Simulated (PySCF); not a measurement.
**A gas-phase reaction: F3HTi + ClH → ClF3Ti + H2**

Aim: the reaction energy of `[F][TiH]([F])[F]` + `Cl` → `[F][Ti]([F])([F])[Cl]` + `[H][H]`.

Computed with PySCF 2.14.0; each step states its level. No surroundings beyond the atoms listed, unless a continuum is named. Atoms count from 0, parts from 1.

## 1. Starting point

Each species was relaxed by itself at PBE0-D3(BJ)/def2-SVPD.

## 2. Energies of the species: wB97M-D3(BJ)/def2-TZVPD

What the job is given:

```
{"job": {"kind": "react", "xc": "wB97M-D3(BJ)", "basis": "def2-TZVPD"}, "charge": 0, "multiplicity": 1}
-1 F3HTi charge 0 multiplicity 1
F     -1.507110     0.892760     0.061440
Ti     0.019980     0.055590     0.001700
F      0.974940     0.226920     1.448660
F      0.920750     0.327540    -1.464720
H     -0.388100    -1.551560    -0.048430

-1 ClH charge 0 multiplicity 1
Cl     0.644690     0.003930    -0.007250
H     -0.643470    -0.002280     0.002960

+1 ClF3Ti charge 0 multiplicity 1
F     -1.405490     0.180300     0.999150
Ti    -0.018650    -0.061020    -0.017070
F      0.658740     1.480170    -0.441640
F     -0.509990    -0.890140    -1.460920
Cl     1.473500    -1.246970     1.039790

+1 H2 charge 0 multiplicity 1
H      0.380170     0.004170    -0.009280
H     -0.380170    -0.004170     0.009280
```

Method: wB97M-D3(BJ)/def2-TZVPD reaction energy of separated species, gas phase.

The run is started by

```sh
OMP_NUM_THREADS=1 python cluster_run.py task.json out
```

One launch serves the whole session: the jobs run in the order shown.

Output:

```text
species 1 (F3HTi)
coarse grid: 25824 points
cycle   1  E = -1149.6186727995  dE = -1.664e-01  |g| = 1.378e+00  |ddm| = 1.825e+00
cycle   2  E = -1145.9601379747  dE =  3.659e+00  |g| = 5.763e+00  |ddm| = 2.269e+00
cycle   3  E = -1149.9668978518  dE = -4.007e+00  |g| = 5.491e-01  |ddm| = 1.539e+00
cycle   4  E = -1150.0043327602  dE = -3.743e-02  |g| = 1.525e-01  |ddm| = 1.859e-01
cycle   5  E = -1150.0083613880  dE = -4.029e-03  |g| = 3.662e-02  |ddm| = 9.737e-02
cycle   6  E = -1150.0088065327  dE = -4.451e-04  |g| = 8.607e-03  |ddm| = 5.527e-02
cycle   7  E = -1150.0088371585  dE = -3.063e-05  |g| = 3.286e-03  |ddm| = 1.482e-02
cycle   8  E = -1150.0088414636  dE = -4.305e-06  |g| = 6.417e-04  |ddm| = 5.682e-03
final grid: 53440 points
cycle   9  E = -1150.0087436267  dE = -6.839e-07  |g| = 7.518e-04  |ddm| = 1.876e-03
cycle  10  E = -1150.0087435725  dE =  5.424e-08  |g| = 1.061e-03  |ddm| = 7.427e-04
cycle  11  E = -1150.0087437332  dE = -1.608e-07  |g| = 1.062e-04  |ddm| = 4.167e-04
cycle  12  E = -1150.0087437366  dE = -3.351e-09  |g| = 8.677e-05  |ddm| = 1.136e-04
cycle  13  E = -1150.0087437388  dE = -2.245e-09  |g| = 1.636e-05  |ddm| = 7.687e-05
cycle  14  E = -1150.0087437390  dE = -1.930e-10  |g| = 7.291e-06  |ddm| = 3.010e-05
converged SCF energy = -1150.0087437390

species 2 (ClH)
coarse grid: 8792 points
cycle   1  E = -460.8503333216  dE = -8.165e-02  |g| = 2.169e-01  |ddm| = 7.239e-01
cycle   2  E = -460.8625128034  dE = -1.218e-02  |g| = 1.397e-01  |ddm| = 2.651e-01
cycle   3  E = -460.8670521703  dE = -4.539e-03  |g| = 1.358e-02  |ddm| = 9.818e-02
cycle   4  E = -460.8670932532  dE = -4.108e-05  |g| = 3.364e-03  |ddm| = 9.545e-03
cycle   5  E = -460.8670995016  dE = -6.248e-06  |g| = 8.516e-04  |ddm| = 3.915e-03
final grid: 17120 points
cycle   6  E = -460.8670682457  dE = -3.716e-07  |g| = 3.676e-04  |ddm| = 8.892e-04
cycle   7  E = -460.8670682920  dE = -4.628e-08  |g| = 1.618e-04  |ddm| = 3.981e-04
cycle   8  E = -460.8670682986  dE = -6.574e-09  |g| = 4.221e-05  |ddm| = 1.295e-04
cycle   9  E = -460.8670682999  dE = -1.313e-09  |g| = 3.975e-06  |ddm| = 6.531e-05
cycle  10  E = -460.8670682999  dE = -5.912e-12  |g| = 8.166e-07  |ddm| = 3.313e-06
converged SCF energy = -460.8670682999

species 3 (ClF3Ti)
coarse grid: 29672 points
cycle   1  E = -1609.3480951633  dE =  4.591e-02  |g| = 1.419e+00  |ddm| = 2.112e+00
cycle   2  E = -1605.0396618920  dE =  4.308e+00  |g| = 6.255e+00  |ddm| = 2.352e+00
cycle   3  E = -1609.7068691493  dE = -4.667e+00  |g| = 6.256e-01  |ddm| = 1.580e+00
cycle   4  E = -1609.7551542962  dE = -4.829e-02  |g| = 1.574e-01  |ddm| = 1.982e-01
cycle   5  E = -1609.7593550977  dE = -4.201e-03  |g| = 3.804e-02  |ddm| = 8.651e-02
cycle   6  E = -1609.7595880755  dE = -2.330e-04  |g| = 1.277e-02  |ddm| = 2.627e-02
cycle   7  E = -1609.7596285696  dE = -4.049e-05  |g| = 1.984e-03  |ddm| = 1.349e-02
cycle   8  E = -1609.7596307357  dE = -2.166e-06  |g| = 6.781e-04  |ddm| = 3.342e-03
final grid: 59816 points
cycle   9  E = -1609.7597257829  dE = -6.738e-07  |g| = 9.411e-04  |ddm| = 2.049e-03
cycle  10  E = -1609.7597255398  dE =  2.431e-07  |g| = 1.662e-03  |ddm| = 1.126e-03
cycle  11  E = -1609.7597259821  dE = -4.423e-07  |g| = 9.926e-05  |ddm| = 6.874e-04
cycle  12  E = -1609.7597259921  dE = -1.002e-08  |g| = 7.064e-05  |ddm| = 1.694e-04
cycle  13  E = -1609.7597259951  dE = -3.016e-09  |g| = 3.295e-05  |ddm| = 9.833e-05
cycle  14  E = -1609.7597259957  dE = -5.577e-10  |g| = 1.004e-05  |ddm| = 4.778e-05
converged SCF energy = -1609.7597259957

species 4 (H2)
coarse grid: 4944 points
cycle   1  E = -1.1694182057  dE = -2.751e-01  |g| = 9.866e-03  |ddm| = 4.504e-01
cycle   2  E = -1.1694524525  dE = -3.425e-05  |g| = 1.161e-03  |ddm| = 9.676e-03
cycle   3  E = -1.1694531347  dE = -6.822e-07  |g| = 1.815e-04  |ddm| = 1.918e-03
final grid: 10744 points
cycle   4  E = -1.1694517808  dE = -2.406e-08  |g| = 4.114e-05  |ddm| = 3.870e-04
cycle   5  E = -1.1694517821  dE = -1.270e-09  |g| = 9.628e-06  |ddm| = 9.175e-05
cycle   6  E = -1.1694517822  dE = -7.527e-11  |g| = 3.020e-07  |ddm| = 2.872e-05
converged SCF energy = -1.1694517822

Reaction energy = -33.946 kcal/mol
```

It took 34 s on 1 thread of Arm Neoverse V2, shared host; peak memory 0.75 GiB.

Species by species (with the dispersion term, which the log's SCF energies lack):

```
 ν                species  energy (Eh)  HOMO (eV)
-1       [F][TiH]([F])[F]  -1150.01158     -12.32
-1                     Cl   -460.86761     -11.93
+1  [F][Ti]([F])([F])[Cl]  -1609.76362     -12.55
+1                 [H][H]     -1.16967     -14.48
```

## 3. Reaction energy: PBE0-D3(BJ)/def2-TZVPD

The job, as its differences from that of step 2:

```diff
@@ -1,2 +1,2 @@
-{"job": {"kind": "react", "xc": "wB97M-D3(BJ)", "basis": "def2-TZVPD"}, "charge": 0, "multiplicity": 1}
+{"job": {"kind": "react", "xc": "PBE0", "basis": "def2-TZVPD", "disp": "d3bj"}, "charge": 0, "multiplicity": 1}
 -1 F3HTi charge 0 multiplicity 1
```

With the program's defaults for keys left out, this is: PBE0-D3(BJ)/def2-TZVPD reaction energy of separated species, gas phase.

Output:

```text
species 1 (F3HTi)
coarse grid: 25824 points
cycle   1  E = -1149.1365211834  dE = -2.575e-02  |g| = 1.309e+00  |ddm| = 1.967e+00
cycle   2  E = -1139.9663051058  dE =  9.170e+00  |g| = 8.612e+00  |ddm| = 2.801e+00
cycle   3  E = -1149.3204816051  dE = -9.354e+00  |g| = 9.428e-01  |ddm| = 2.135e+00
cycle   4  E = -1149.4361797325  dE = -1.157e-01  |g| = 2.353e-01  |ddm| = 2.966e-01
cycle   5  E = -1149.4461067951  dE = -9.927e-03  |g| = 5.612e-02  |ddm| = 1.336e-01
cycle   6  E = -1149.4466124188  dE = -5.056e-04  |g| = 1.539e-02  |ddm| = 2.929e-02
cycle   7  E = -1149.4466571102  dE = -4.469e-05  |g| = 1.528e-03  |ddm| = 8.546e-03
cycle   8  E = -1149.4466576236  dE = -5.134e-07  |g| = 1.024e-03  |ddm| = 1.989e-03
final grid: 53440 points
cycle   9  E = -1149.4465173255  dE = -9.674e-08  |g| = 2.058e-03  |ddm| = 1.914e-03
cycle  10  E = -1149.4465147398  dE =  2.586e-06  |g| = 4.513e-03  |ddm| = 2.683e-03
cycle  11  E = -1149.4465179587  dE = -3.219e-06  |g| = 4.632e-04  |ddm| = 1.915e-03
cycle  12  E = -1149.4465179956  dE = -3.691e-08  |g| = 1.958e-05  |ddm| = 2.126e-04
cycle  13  E = -1149.4465179956  dE = -2.046e-11  |g| = 1.460e-05  |ddm| = 2.005e-05
converged SCF energy = -1149.4465179956

species 2 (ClH)
coarse grid: 2248 points
cycle   1  E = -460.6537842027  dE = -4.644e-02  |g| = 1.882e-01  |ddm| = 7.411e-01
cycle   2  E = -460.6558529861  dE = -2.069e-03  |g| = 1.902e-01  |ddm| = 3.151e-01
cycle   3  E = -460.6653816191  dE = -9.529e-03  |g| = 1.506e-02  |ddm| = 1.513e-01
cycle   4  E = -460.6654036761  dE = -2.206e-05  |g| = 2.693e-03  |ddm| = 7.323e-03
cycle   5  E = -460.6654052240  dE = -1.548e-06  |g| = 1.111e-03  |ddm| = 2.553e-03
final grid: 17120 points
cycle   6  E = -460.6658903558  dE = -4.429e-06  |g| = 2.164e-03  |ddm| = 7.338e-03
cycle   7  E = -460.6658903853  dE = -2.953e-08  |g| = 1.795e-03  |ddm| = 2.512e-03
cycle   8  E = -460.6658910029  dE = -6.176e-07  |g| = 1.533e-04  |ddm| = 1.363e-03
cycle   9  E = -460.6658910098  dE = -6.902e-09  |g| = 2.148e-05  |ddm| = 1.086e-04
cycle  10  E = -460.6658910099  dE = -1.016e-10  |g| = 4.933e-06  |ddm| = 1.682e-05
converged SCF energy = -460.6658910099

species 3 (ClF3Ti)
coarse grid: 29672 points
cycle   1  E = -1608.6651224373  dE =  1.806e-01  |g| = 1.357e+00  |ddm| = 2.182e+00
cycle   2  E = -1598.4413645386  dE =  1.022e+01  |g| = 9.093e+00  |ddm| = 2.891e+00
cycle   3  E = -1608.8434318254  dE = -1.040e+01  |g| = 1.049e+00  |ddm| = 2.165e+00
cycle   4  E = -1608.9924703925  dE = -1.490e-01  |g| = 2.348e-01  |ddm| = 3.381e-01
cycle   5  E = -1609.0017924619  dE = -9.322e-03  |g| = 6.478e-02  |ddm| = 1.186e-01
cycle   6  E = -1609.0023853053  dE = -5.928e-04  |g| = 3.023e-02  |ddm| = 4.779e-02
cycle   7  E = -1609.0025787998  dE = -1.935e-04  |g| = 1.660e-03  |ddm| = 1.811e-02
cycle   8  E = -1609.0025795933  dE = -7.935e-07  |g| = 6.894e-04  |ddm| = 1.479e-03
final grid: 59816 points
cycle   9  E = -1609.0027013596  dE = -1.154e-07  |g| = 1.803e-03  |ddm| = 1.710e-03
cycle  10  E = -1609.0026972641  dE =  4.095e-06  |g| = 5.166e-03  |ddm| = 2.892e-03
cycle  11  E = -1609.0027019275  dE = -4.663e-06  |g| = 1.709e-04  |ddm| = 2.170e-03
cycle  12  E = -1609.0027019321  dE = -4.654e-09  |g| = 5.695e-05  |ddm| = 1.126e-04
cycle  13  E = -1609.0027019327  dE = -5.239e-10  |g| = 1.609e-05  |ddm| = 3.057e-05
converged SCF energy = -1609.0027019327

species 4 (H2)
coarse grid: 1240 points
cycle   1  E = -1.1670614481  dE = -2.327e-01  |g| = 2.266e-02  |ddm| = 4.588e-01
cycle   2  E = -1.1672488707  dE = -1.874e-04  |g| = 3.232e-03  |ddm| = 1.896e-02
cycle   3  E = -1.1672533262  dE = -4.455e-06  |g| = 9.770e-05  |ddm| = 2.761e-03
final grid: 10744 points
cycle   4  E = -1.1681369562  dE = -1.929e-06  |g| = 2.740e-04  |ddm| = 1.571e-03
cycle   5  E = -1.1681369844  dE = -2.826e-08  |g| = 3.988e-05  |ddm| = 2.445e-04
cycle   6  E = -1.1681369851  dE = -6.315e-10  |g| = 1.262e-06  |ddm| = 3.103e-05
converged SCF energy = -1.1681369851

Reaction energy = -37.344 kcal/mol
```

Wall time 17 s (1 thread of Arm Neoverse V2, shared host); peak memory 0.66 GiB.

Reaction energy at this level: -37.34 kcal/mol.

## 4. Comparing the runs

Energies in kcal/mol, with wall time:

```
                    run  reaction  time
wB97M-D3(BJ)/def2-TZVPD    -33.95  34 s
 PBE0-D3(BJ)/def2-TZVPD    -37.34  17 s
```

## 5. Results

```
                                                quantity                      value
               reaction energy (wB97M-D3(BJ)/def2-TZVPD)            -33.95 kcal/mol
                     ΔH, ΔG at 298 K (xTB thermal terms)      -34.5, -32.8 kcal/mol
range of the reaction energy over the runs of this table  -37.34 to -33.95 kcal/mol
```

In words: The reaction is exothermic by 34.5 kcal/mol in the gas phase; dispersion gives -0.46, and xTB itself gave -6.87 for the electronic energy (xTB energies and thermal terms come from the earlier relaxation of each species, not shown). No barrier was sought. xTB and this level differ widely in the electronic energy, so what comes from xTB (the thermal terms above all) is less safe here. The reaction energy runs from -37.34 (PBE0-D3(BJ)/def2-TZVPD) to -33.95 kcal/mol (wB97M-D3(BJ)/def2-TZVPD).
